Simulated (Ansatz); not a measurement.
# MoCl+ (septet): wave-function methods side by side, def2-SVP

The task here is to estimate one member of a computed series from the others.

The runs use Ansatz 0.2.0, Gaussian basis; def2-SVP, core rule «outside noble gas», up to 9 orbitals frozen.

Plan: UHF; CCSD(T) on ROHF; CCSD(T) on UHF; CISD as a restricted active space (open shells left free, so some higher excitations enter); CCSDT(Q) on ROHF; CCSDT(Q) on UHF.

13 further runs of the same task are left out: 5 for a known fault of the program, 4 that didn't finish, 4 set aside as unsound or not needed. Runs told in other sessions of the task aren't counted.

**The system**

The geometry is a PBE0/def2-TZVP stationary point (not a proven minimum). No spin-orbit coupling is included. Elements past krypton take def2 core potentials.

2 atoms, charge 1, spin multiplicity 7.

Atoms are counted from 1 here; the program's logs count them from 0.

Bond lengths: Mo1–Cl2 2.637 Å.

Geometry (Å):

```xyz
2

Mo    0.0000    0.0000    0.0000
Cl    0.0000    0.0000    2.6372
```

The first run:

The input, in.yaml:

```yaml
crystal:
  periodic: [false, false, false]
  atoms:
    - {symbol: Mo, position_ang: [0.000000, 0.000000, 0.000000]}
    - {symbol: Cl, position_ang: [0.000000, 0.000000, 2.637200]}
basis:
  gaussian: {orbitals: def2-SVP}
total_charge: 1
magnetization: {spin_polarized: true, initial_magnetization: 6}
hamiltonian: {xc: hf}
output: {orbitals: {seedname: orbitals}}
```

Started as:

```
ansatz run in.yaml --threads 1 --pin off --events-out ev --progress --plain --max-ram 2393MiB
```

Steps of the session up to this table: UHF; CCSD(T) on ROHF; CCSD(T) on UHF; CISD as a restricted active space (open shells left free, so some higher excitations enter); CCSDT(Q) on ROHF; CCSDT(Q) on UHF.

One table of the session follows, with a row left open; its other results are not shown here.

```
   method  from RCCSDT(Q) (meV)
     ROHF               +5101.9
      UHF                     ?
     RMP2                +706.8
     UMP2                +682.1
     CISD                +334.2
    RCCSD                 +84.9
    UCCSD                 +44.2
 RCCSD(T)                 +17.9
 UCCSD(T)                 -20.8
   RCCSDT                  +4.7
   UCCSDT                 -33.8
RCCSDT(Q)                     0
UCCSDT(Q)                 -38.6
```

Estimate the missing values for UHF.

As computed: from RCCSDT(Q) (meV): +4942.0. In the column «from RCCSDT(Q) (meV)» it lies between RMP2 (+706.8) and ROHF (+5101.9).

Caveats from the session: Restricted and unrestricted rows rest on different reference determinants; a gap between their highest levels can come from leftover correlation error, from unlike frozen cores or from another state.
